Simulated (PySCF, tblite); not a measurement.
**C₃H₁₀Si₄: dynamics, then NMR shifts on frames, part 1 of 2**

How do NMR shifts of C₃H₁₀Si₄ (`C#C[Si@H]1[SiH2][Si@H](C)[SiH2]1`) change as the atoms move?

Computed with tblite 0.8.0 and PySCF 2.14.0, with density-fitted response routines of our own, on a single molecule in the gas phase. Atoms are numbered from 0 throughout.

### 1 The molecule as given

17 atoms, charge 0, multiplicity 1; geometry from: GFN2-xTB.

Bonds of the start (Å): C0–C1 1.20, C1–Si2 1.85, Si2–Si3 2.36, Si3–Si4 2.36, Si4–C5 1.91, Si4–Si6 2.37, Si6–Si2 2.37, C0–H7 1.05, Si2–H8 1.48, Si3–H9 1.47, Si3–H10 1.47, Si4–H11 1.48, C5–H12 1.09, C5–H13 1.09, C5–H14 1.09, Si6–H15 1.47, Si6–H16 1.47.

### 2 A short Langevin run with GFN2-xTB

What the job is given:

```
{"job": {"kind": "md", "xc": "GFN2-xTB", "basis": "xTB", "temperature": 300, "steps": 2000, "every": 50, "frames": 5}, "charge": 0, "multiplicity": 1}
C      4.213701    -0.694481     0.310883
C      3.171776    -0.271586    -0.117876
Si     1.532527     0.342949    -0.716683
Si    -0.083941    -1.366673    -0.955722
Si    -1.416213    -0.296215     0.678471
C     -3.061683     0.369601    -0.016687
Si     0.223716     1.386143     0.955213
H      5.131762    -1.059198     0.674807
H      1.913764     1.128583    -1.905517
H      0.380317    -2.725093    -0.646801
H     -0.666688    -1.512482    -2.298572
H     -1.802032    -1.080328     1.867944
H     -2.888590     0.971915    -0.904382
H     -3.734765    -0.436525    -0.294756
H     -3.579823     0.994128     0.705611
H      0.850792     1.491713     2.278393
H     -0.191618     2.769577     0.674688
```

With the program's defaults for keys left out, this is: GFN2-xTB Langevin dynamics, gas phase.

On the command line:

```bash
> OMP_NUM_THREADS=1 python probes_run.py task.json out
```

One launch serves the whole session: the jobs run in the order shown.

The log of the run:

```text
t/fs     T/K      E/eV
    0.0   259.0   -497.42028
   25.0   198.0   -497.09606
   50.0   294.3   -497.05968
   75.0   232.1   -496.80632
  100.0   226.8   -496.80914
  125.0   234.0   -496.82248
  150.0   251.8   -496.86963
  175.0   167.0   -496.84436
  200.0   223.5   -496.97497
  225.0   243.2   -496.97682
  250.0   264.8   -496.87049
  275.0   294.8   -496.95730
  300.0   331.2   -496.87999
  325.0   341.0   -496.92622
  350.0   298.0   -496.59759
  375.0   361.5   -496.75876
  400.0   316.3   -496.60023
  425.0   310.5   -496.73907
  450.0   384.9   -496.79226
  475.0   325.2   -496.70382
  500.0   411.5   -496.82213
  525.0   257.7   -496.71128
  550.0   407.2   -496.91765
  575.0   288.1   -496.84442
  600.0   365.6   -496.87609
  625.0   352.0   -496.69275
  650.0   448.6   -496.87618
  675.0   422.8   -496.85088
  700.0   285.9   -496.68806
  725.0   320.0   -496.70490
  750.0   401.9   -496.94531
  775.0   241.4   -496.88185
  800.0   270.9   -496.97250
  825.0   304.1   -496.93566
  850.0   319.8   -496.95690
  875.0   205.2   -496.82294
  900.0   312.3   -496.89977
  925.0   264.9   -496.77010
  950.0   253.1   -496.86985
  975.0   280.5   -496.86939
 1000.0   263.5   -496.67905
```

It took 25 s on 1 thread of Intel Xeon Platinum 8488C, shared host.

Distance from the start (root mean square after alignment): 0 fs 0.00 Å, 200 fs 0.36 Å, 400 fs 0.40 Å, 600 fs 0.36 Å, 800 fs 0.31 Å, 1000 fs 0.28 Å.

Positions (Å) and forces (eV/Å) at 1000 fs:

```xyz
17

C     3.295   -0.142    0.953   -2.375   -0.107   -0.405
C     2.184    0.308    0.644    2.284   -0.766   -0.115
Si    0.626    0.960   -0.212    0.929    0.512    0.788
Si   -0.984   -0.554   -0.925   -0.259    0.672   -0.319
Si   -2.237    0.009    0.996   -0.915   -0.116   -0.070
C    -3.991    0.709    0.629   -1.455   -0.077   -0.447
Si   -0.622    1.509    1.849   -1.050    0.546   -2.855
H     4.050   -0.842    1.294   -0.473    1.022   -0.231
H     1.039    1.933   -1.291    0.030   -0.226    0.542
H    -0.518   -1.877   -1.224    0.164   -0.686    0.026
H    -1.339   -0.106   -2.315   -0.154   -0.101    0.397
H    -2.580   -1.141    1.871    0.080    0.005   -0.092
H    -4.054    1.483   -0.155    0.402   -0.571    0.003
H    -4.831   -0.028    0.410    1.361    0.517   -0.016
H    -4.403    1.238    1.477    0.237    0.070    0.592
H    -0.091    0.926    2.965    1.199   -1.020    2.205
H    -1.141    2.787    2.310   -0.006    0.326   -0.006
```

### 3 NMR shieldings: 250 fs, PBE0/pcSseg-1

What the job is given:

```
{"job": {"kind": "nmr", "xc": "PBE0", "basis": "pcSseg-1", "pop": false}, "charge": 0, "multiplicity": 1}
C      3.929500    -0.761500     0.146200
C      2.858300    -0.370300    -0.254600
Si     1.188000     0.338500    -0.798000
Si    -0.630500    -1.262300    -1.087500
Si    -1.713600    -0.257600     0.871200
C     -3.384900     0.536000     0.556000
Si     0.118600     1.226600     1.063500
H      4.804900    -1.087100     0.606000
H      1.560300     1.267000    -1.907800
H     -0.350700    -2.721000    -1.518100
H     -1.341600    -0.944400    -2.385900
H     -1.871600    -1.040800     2.186700
H     -3.568300     0.727900    -0.517000
H     -4.289400     0.042800     1.022300
H     -3.395100     1.590000     0.979700
H      0.844100     1.149900     2.356900
H      0.258600     2.682600     0.888400
```

With the program's defaults for keys left out, this is: GIAO PBE0/pcSseg-1 NMR shielding, non-relativistic, gas phase.

The log of the run:

```text
coarse grid: 15960 points
cycle   1  E = -1277.4345721474  dE =  2.060e-01  |g| = 4.511e-01  |ddm| = 3.857e+00
cycle   2  E = -1277.4178765040  dE =  1.670e-02  |g| = 5.010e-01  |ddm| = 1.081e+00
cycle   3  E = -1277.4889208883  dE = -7.104e-02  |g| = 5.434e-02  |ddm| = 5.840e-01
cycle   4  E = -1277.4893175490  dE = -3.967e-04  |g| = 4.260e-02  |ddm| = 7.870e-02
cycle   5  E = -1277.4897318301  dE = -4.143e-04  |g| = 1.310e-02  |ddm| = 3.784e-02
cycle   6  E = -1277.4897820184  dE = -5.019e-05  |g| = 2.496e-03  |ddm| = 1.771e-02
cycle   7  E = -1277.4897838094  dE = -1.791e-06  |g| = 2.733e-04  |ddm| = 3.692e-03
final grid: 135048 points
cycle   8  E = -1277.5294600129  dE = -1.788e-05  |g| = 5.043e-03  |ddm| = 2.293e-02
cycle   9  E = -1277.5294580452  dE =  1.968e-06  |g| = 5.513e-03  |ddm| = 1.029e-02
cycle  10  E = -1277.5294662211  dE = -8.176e-06  |g| = 5.524e-04  |ddm| = 5.417e-03
cycle  11  E = -1277.5294662878  dE = -6.678e-08  |g| = 1.543e-04  |ddm| = 8.276e-04
cycle  12  E = -1277.5294662947  dE = -6.892e-09  |g| = 5.553e-05  |ddm| = 2.712e-04
cycle  13  E = -1277.5294662953  dE = -5.507e-10  |g| = 3.091e-05  |ddm| = 5.687e-05
converged SCF energy = -1277.5294662953

GIAO shielding tensors (ppm)
atom      isotropic    diamagn.    paramagn.     s11        s22        s33       span
  0 C       78.000     262.273    -184.272     -3.301      3.209    234.093    237.395
  1 C       98.355     261.061    -162.706     -2.227      6.149    291.144    293.371
  2 Si     413.142     879.866    -466.724    378.301    394.009    467.115     88.815
  3 Si     410.298     879.310    -469.012    335.726    374.844    520.325    184.599
  4 Si     366.150     879.997    -513.847    292.936    380.087    425.427    132.491
  5 C      186.902     251.314     -64.412    177.947    187.916    194.841     16.894
  6 Si     439.746     881.308    -441.562    371.106    403.113    545.020    173.914
  7 H       29.774      34.125      -4.351     24.826     24.945     39.550     14.724
  8 H       26.421      28.255      -1.835     22.728     25.106     31.428      8.700
  9 H       25.891      27.395      -1.504     22.485     23.856     31.331      8.845
 10 H       26.699      29.154      -2.455     24.008     24.970     31.119      7.112
 11 H       25.611      29.088      -3.478     22.505     24.490     29.838      7.333
 12 H       30.474      29.500       0.974     25.532     29.353     36.537     11.005
 13 H       29.822      25.638       4.183     25.027     26.454     37.983     12.956
 14 H       29.951      27.987       1.964     24.549     28.587     36.715     12.166
 15 H       27.390      29.877      -2.487     24.082     25.344     32.745      8.663
 16 H       27.257      29.513      -2.256     23.797     25.330     32.645      8.848
```

Run time: 48 s. Hardware: 1 thread of Intel Xeon Platinum 8488C, shared host; peak memory 0.82 GiB.

Shifts follow as δ = σ(reference) − σ, with reference shieldings (ppm) from runs at the same level and on the same kind of geometry: ¹H TMS 31.72, ¹³C TMS 186.9, ²⁹Si TMS 349.2. The references are single molecules in the gas phase. Each atom is listed at this fixed geometry, with no averaging over motion; a spectrum would average atoms that exchange fast.

```tsv
atoms	environment	σ (ppm)	δ (ppm)
C0	terminal alkyne carbon	78.0	108.9
C1	alkyne carbon	98.4	88.6
C5	methyl carbon bonded to Si	186.9	0.0
H11	hydrogen on a silicon bonded to C, 2 Si, in a 4-membered ring	25.61	6.11
H9	hydrogen on a silicon bonded to 2 Si, in a 4-membered ring	25.89	5.83
H8	hydrogen on a silicon bonded to C, 2 Si, in a 4-membered ring	26.42	5.30
H10	hydrogen on a silicon bonded to 2 Si, in a 4-membered ring	26.70	5.02
H16	hydrogen on a silicon bonded to 2 Si, in a 4-membered ring	27.26	4.46
H15	hydrogen on a silicon bonded to 2 Si, in a 4-membered ring	27.39	4.33
H7	hydrogen on a terminal alkyne carbon	29.77	1.94
H13	hydrogen on a methyl carbon bonded to Si	29.82	1.90
H14	hydrogen on a methyl carbon bonded to Si	29.95	1.77
H12	hydrogen on a methyl carbon bonded to Si	30.47	1.24
Si4	silicon bonded to C, 2 Si, H, in a 4-membered ring	366.2	-17.0
Si3	silicon bonded to 2 Si, 2 H, in a 4-membered ring	410.3	-61.1
Si2	silicon bonded to C, 2 Si, H, in a 4-membered ring	413.1	-64.0
Si6	silicon bonded to 2 Si, 2 H, in a 4-membered ring	439.7	-90.6
```

Ring of atoms Si2, Si3, Si4, Si6: NICS(0) 1.9, NICS(1) -0.7, NICS(1)zz 6.0 ppm (means of both faces). The ring holds saturated atoms, so no π current runs round it: these values come from its σ bonds, any local π bonds and neighbouring rings, and say nothing of aromaticity.

### 4 Nuclear shieldings: 425 fs, PBE0/pcSseg-1

What the job is given:

```
{"job": {"kind": "nmr", "xc": "PBE0", "basis": "pcSseg-1", "pop": false}, "charge": 0, "multiplicity": 1}
C      3.777800    -0.387700    -0.061200
C      2.739600    -0.015700    -0.536500
Si     0.963200     0.491300    -0.657600
Si    -0.819300    -1.249900    -0.889000
Si    -1.793300    -0.289200     1.055300
C     -3.505900     0.437700     0.966900
Si    -0.064000     1.420500     1.250900
H      4.620700    -0.889700     0.282700
H      1.198300     1.403400    -1.749600
H     -0.299500    -2.629000    -0.362100
H     -1.729900    -1.480000    -2.064800
H     -1.590700    -1.017100     2.276400
H     -3.367100     1.500000     0.827100
H     -4.030600    -0.058500     0.146600
H     -4.073700     0.255700     1.847000
H      0.981100     1.621600     2.254300
H     -0.686600     2.792100     1.104800
```

With the program's defaults for keys left out, this is: GIAO PBE0/pcSseg-1 NMR shielding, non-relativistic, gas phase.

The log of the run:

```text
coarse grid: 15960 points
cycle   1  E = -1277.4263430748  dE =  3.283e-01  |g| = 4.704e-01  |ddm| = 3.888e+00
cycle   2  E = -1277.4069055404  dE =  1.944e-02  |g| = 5.258e-01  |ddm| = 1.109e+00
cycle   3  E = -1277.4835508232  dE = -7.665e-02  |g| = 8.150e-02  |ddm| = 6.478e-01
cycle   4  E = -1277.4844658140  dE = -9.150e-04  |g| = 5.672e-02  |ddm| = 9.875e-02
cycle   5  E = -1277.4852778408  dE = -8.120e-04  |g| = 1.010e-02  |ddm| = 5.305e-02
cycle   6  E = -1277.4853103908  dE = -3.255e-05  |g| = 2.377e-03  |ddm| = 1.770e-02
cycle   7  E = -1277.4853121622  dE = -1.771e-06  |g| = 2.815e-04  |ddm| = 4.073e-03
final grid: 135048 points
cycle   8  E = -1277.5245730438  dE = -2.285e-05  |g| = 5.602e-03  |ddm| = 2.156e-02
cycle   9  E = -1277.5245710416  dE =  2.002e-06  |g| = 6.018e-03  |ddm| = 1.101e-02
cycle  10  E = -1277.5245806119  dE = -9.570e-06  |g| = 5.440e-04  |ddm| = 6.046e-03
cycle  11  E = -1277.5245806785  dE = -6.658e-08  |g| = 1.435e-04  |ddm| = 8.427e-04
cycle  12  E = -1277.5245806847  dE = -6.202e-09  |g| = 5.301e-05  |ddm| = 2.710e-04
cycle  13  E = -1277.5245806852  dE = -4.932e-10  |g| = 3.190e-05  |ddm| = 6.181e-05
cycle  14  E = -1277.5245806855  dE = -2.626e-10  |g| = 3.094e-06  |ddm| = 2.940e-05
converged SCF energy = -1277.5245806855

GIAO shielding tensors (ppm)
atom      isotropic    diamagn.    paramagn.     s11        s22        s33       span
  0 C       68.487     260.302    -191.814    -16.032     -3.141    224.635    240.667
  1 C       96.191     266.946    -170.755    -11.941      9.780    290.735    302.675
  2 Si     402.672     879.882    -477.210    335.715    361.431    510.870    175.154
  3 Si     416.711     880.392    -463.681    353.757    423.028    473.348    119.591
  4 Si     392.361     883.166    -490.806    301.122    401.326    474.633    173.511
  5 C      197.651     255.096     -57.445    191.396    197.568    203.989     12.593
  6 Si     413.286     881.365    -468.080    366.766    387.455    485.636    118.869
  7 H       29.357      32.408      -3.051     24.260     25.032     38.780     14.520
  8 H       26.674      29.196      -2.522     23.157     25.759     31.106      7.949
  9 H       26.020      28.867      -2.847     23.442     24.249     30.369      6.927
 10 H       26.828      29.104      -2.276     23.240     24.845     32.398      9.158
 11 H       26.918      32.415      -5.497     24.118     25.570     31.065      6.947
 12 H       31.005      31.097      -0.092     24.816     30.628     37.572     12.756
 13 H       31.155      30.022       1.134     25.443     29.714     38.309     12.866
 14 H       31.789      28.946       2.842     26.434     28.556     40.376     13.942
 15 H       27.343      30.079      -2.736     23.859     25.664     32.506      8.647
 16 H       27.103      29.861      -2.758     24.348     25.055     31.908      7.561
```

Wall time 39 s (1 thread of Intel Xeon Platinum 8488C, shared host); peak memory 0.96 GiB.

Key values: δ C0 118.4, C1 90.7, C5 -10.7, Si4 -43.2, H9 5.70, H8 5.04 ppm.

(Continued in part 2 of 2.)
